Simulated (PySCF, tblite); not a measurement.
**C₇H₁₄GeO: geometry, infrared bands and NMR shifts**

Aim: predict the infrared bands and NMR shifts of C₇H₁₄GeO (`CC(C)OC1=C[CH2][GeH2][CH2]1`).

Programs: tblite 0.8.0 and PySCF 2.14.0, with density-fitted response routines of our own. Each step states its level of theory. These are calculated values for one molecule in the gas phase, unless marked as measured. Atoms are numbered from 0 throughout.

### 1 Starting geometry

23 atoms, charge 0, multiplicity 1; geometry from: force field or distance geometry start.

Bonds of the start (Å): C0–C1 1.52, C1–C2 1.49, C1–O3 1.39, O3–C4 1.43, C4–C5 1.26, C5–C6 1.48, C6–Ge7 1.95, Ge7–C8 1.98, C8–C4 1.48, C0–H9 1.12, C0–H10 1.12, C0–H11 1.11, C1–H12 1.11, C2–H13 1.14, C2–H14 1.10, C2–H15 1.11, C5–H16 1.13, C6–H17 1.12, C6–H18 1.12, Ge7–H19 1.53, Ge7–H20 1.53, C8–H21 1.09, C8–H22 1.09.

### 2 Relaxing the molecule with GFN2-xTB

Job settings and geometry (Å):

```
{"job": {"kind": "relax", "xc": "GFN2-xTB", "basis": "xTB"}, "charge": 0, "multiplicity": 1}
C     -3.118300     0.087500     0.900100
C     -1.831900    -0.096400     0.118000
C     -1.834000     0.960600    -0.935400
O     -0.702900    -0.121400     0.929300
C      0.628700    -0.300900     0.428300
C      1.354600    -1.278100     0.759800
C      2.720600    -1.444800     0.227300
Ge     3.081900     0.417900    -0.227400
C      1.149600     0.696900    -0.528800
H     -3.125600     1.030500     1.510500
H     -3.970500     0.183800     0.178500
H     -3.334300    -0.755900     1.593400
H     -1.929400    -1.077500    -0.381300
H     -2.912200     1.178400    -1.217600
H     -1.387200     0.599700    -1.869300
H     -1.415600     1.930900    -0.612100
H      0.984300    -2.055900     1.498500
H      2.748100    -2.111400    -0.669600
H      3.442200    -1.800900     1.001500
H      3.894200     0.559100    -1.519400
H      3.593500     1.235300     0.962000
H      0.955700     1.743900    -0.283000
H      1.004000     0.445600    -1.580200
```

On the command line:

```sh
$ OMP_NUM_THREADS=1 python probes_run.py task.json out
```

This one command runs all jobs of the session in turn.

**Question.** This job is followed by: GFN2-xTB harmonic vibrations, gas phase; GIAO PBE0/pcSseg-1 NMR shielding, non-relativistic, gas phase. Predict these results of the whole session: strongest single infrared mode (GFN2-xTB); zero-point energy (GFN2-xTB); 13C shifts against TMS (PBE0/pcSseg-1, means over atoms taken as alike); 1H shifts against TMS (PBE0/pcSseg-1, means over atoms taken as alike); 17O shifts against H2O (PBE0/pcSseg-1); 73Ge shifts against GeMe4 (PBE0/pcSseg-1).

**Answer**, as computed:

| quantity | value |
| --- | --- |
| strongest single infrared mode (GFN2-xTB) | 2007 cm⁻¹, 534 km/mol |
| zero-point energy (GFN2-xTB) | 117.3 kcal/mol |
| 13C shifts against TMS (PBE0/pcSseg-1, means over atoms taken as alike) | 165.2, 98.2, 71.6, 23.4, 19.9, 16.2 ppm |
| 1H shifts against TMS (PBE0/pcSseg-1, means over atoms taken as alike) | 4.61, 4.18, 4.15, 2.05, 1.96, 1.26 ppm |
| 17O shifts against H2O (PBE0/pcSseg-1) | 166.3 ppm |
| 73Ge shifts against GeMe4 (PBE0/pcSseg-1) | -142 ppm |

**Reading.** The optimisation took 215 steps and gained 1.163 eV; among the close pairs (by a distance rule), O3–C4 changed most, from 1.434 to 1.363 Å. All 63 modes are real, so the xTB geometry is a minimum. The strongest single mode, at 2007 cm⁻¹, moves mainly H20 and H19. GFN2-xTB is a fitted tight-binding method: band positions and strengths are rough. Its intensities can rank the bands wrongly. C4 (alkene carbon bearing oxygen) lies farthest downfield among carbon, at 165.2 ppm; an sp2 carbon further deshielded by the attached heteroatom. At PBE0/pcSseg-1: Shielding is most anisotropic at Ge7 (span 193 ppm, paramagnetic term -1281 ppm). Spin-orbit coupling is left out, which matters for shieldings and couplings at and beside the heavy atoms.
